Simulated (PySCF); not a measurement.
# F2O2Os (Os(O)2(F)22+): the cost of one run

Computed with PySCF 2.14.0. Level: PBE, Os def2-SVP with ECP60, O def2-SVP, F def2-SVP; scalar-relativistic core potentials, no spin–orbit coupling.

2 further runs of the same task are left out: 2 for a known fault of the program.

### 1 The starting structure

5 atoms, charge 2, spin multiplicity 1.

Bond lengths: Os1–O2 1.668 Å, Os1–O3 1.668 Å, Os1–F4 1.791 Å, Os1–F5 1.791 Å. Angles: O2–Os1–O3 105.1°, O2–Os1–F4 108.1°, O2–Os1–F5 108.1°, O3–Os1–F4 108.1°, O3–Os1–F5 108.1°, F4–Os1–F5 118.5°.

As a file:

| atom | x (Å) | y (Å) | z (Å) |
| --- | --- | --- | --- |
| Os1 | 0.0000 | 0.0000 | -0.0525 |
| O2 | 0.9361 | 0.9361 | 0.9623 |
| O3 | -0.9361 | -0.9361 | 0.9623 |
| F4 | 1.0883 | -1.0883 | -0.9687 |
| F5 | -1.0883 | 1.0883 | -0.9687 |

Formal oxidation states: Os +8. An earlier session relaxed this geometry at PBE, Os def2-SVP with ECP60, O def2-SVP, F def2-SVP (singlet, point group C2v).

Its energy there is -439.313397 Eh.

### 2 Multiplicity 3 at the relaxed geometry

The input, run.py (the lines that set the calculation):

```python
mol = gto.M(atom='''
Os     0.00000     0.00000    -0.05254
O      0.93612     0.93612     0.96229
O     -0.93612    -0.93612     0.96229
F      1.08829    -1.08829    -0.96867
F     -1.08829     1.08829    -0.96867''',
    basis={'Os': 'def2-SVP', 'O': 'def2-SVP', 'F': 'def2-SVP'},
    ecp={'Os': 'def2-SVP'},
    charge=2, spin=2)
mf = dft.UKS(mol, xc='PBE')
mf.grids.atom_grid = (50, 194)
mf = mf.density_fit()  # fitting sets: Os def2-universal-JKFIT, O def2-universal-JKFIT, F def2-universal-JKFIT
mf.conv_tol = 1e-08; mf.max_cycle = 55
mf.kernel(dm0)  # dm0: free metal ions and neutral atoms
```

Command:

```console
$ OMP_NUM_THREADS=2 python run.py
```

**Question.** How long does this run take on 2 threads of Arm Neoverse V1, shared host?

About 3.3 s.
